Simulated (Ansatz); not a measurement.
CH4Sb, SMILES [CH3][SbH], vertical energies of changing the electron count

Computed with Ansatz's Python interface.

The cells in order, each with its output:

**Cell 1**
```python
import ansatz as az
```

**Cell 2**
```python
def energy(molecule, charge=0, unpaired=0):
    calc = molecule.calculation().basis(gaussian="def2-SVPD").functional("pbe0")
    if charge:
        calc = calc.charge(charge)
    if unpaired:
        calc = calc.spin("collinear", total=unpaired)
    report = calc.run(threads=1).report
    if report["published_state_doubts"]:
        print("  doubts:", report["published_state_doubts"])
    return report["free_energy_ev"]
```

**Cell 3**
```python
GEOMETRY = """
C    -0.19450   -0.40290   -0.44180
Sb    0.22130    0.00920    1.62450
H    -0.95200    0.43960   -0.84130
H    -0.66850   -1.33300   -0.55410
H     0.69520   -0.36470   -1.06650
H     0.94080    1.58780    1.23290
"""
```

**Cell 4**
```python
geometry = az.Crystal.molecule()
for line in GEOMETRY.strip().splitlines():
    symbol, *xyz = line.split()
    geometry = geometry.atom(symbol, [float(v) for v in xyz])
```

**Cell 5**
```python
# total-energy differences at one geometry
parent = energy(geometry, 0, 1)
cation = energy(geometry, 1, 0)
print(f"E(N)   = {parent:.5f} eV")
print(f"E(N-1) = {cation:.5f} eV  (0 unpaired)")
print(f"vertical ionisation energy {cation - parent:.3f} eV")
other = energy(geometry, 1, 2)
print(f"to the state with 2 unpaired electrons: {other - parent:.3f} eV")
anion = energy(geometry, -1, 0)
print(f"E(N+1) = {anion:.5f} eV  (0 unpaired)")
print(f"vertical electron affinity {parent - anion:.3f} eV" + ("" if anion < parent else " (unbound in this basis)"))
print(f"fundamental gap IP - EA = {cation + anion - 2 * parent:.3f} eV")
```
Output:
```text
E(N)   = -7636.75876 eV
E(N-1) = -7628.66252 eV  (0 unpaired)
vertical ionisation energy 8.096 eV
to the state with 2 unpaired electrons: 9.541 eV
E(N+1) = -7637.46361 eV  (0 unpaired)
vertical electron affinity 0.705 eV
fundamental gap IP - EA = 7.391 eV
```

Total energies depend on the basis set; only differences at equal settings carry meaning. The geometry is a force-field or estimated start, not a minimum of this method, and the basis set is short of its limit. All parts are taken at fixed geometry, without zero-point energy. At an unrelaxed start these energies can be a whole eV from those at the minimum, and a small affinity can change sign. def2 sets replace the cores of elements past krypton by effective core potentials. The run takes the species as open-shell (spin multiplicity 2), which needn't be its ground state. Only the spin states typed were run; another state of an ion can lie lower, by up to an eV or two. It ran for 11 s on 1 thread of Arm Neoverse V1, with other jobs on the host, peak memory 0.23 GiB.
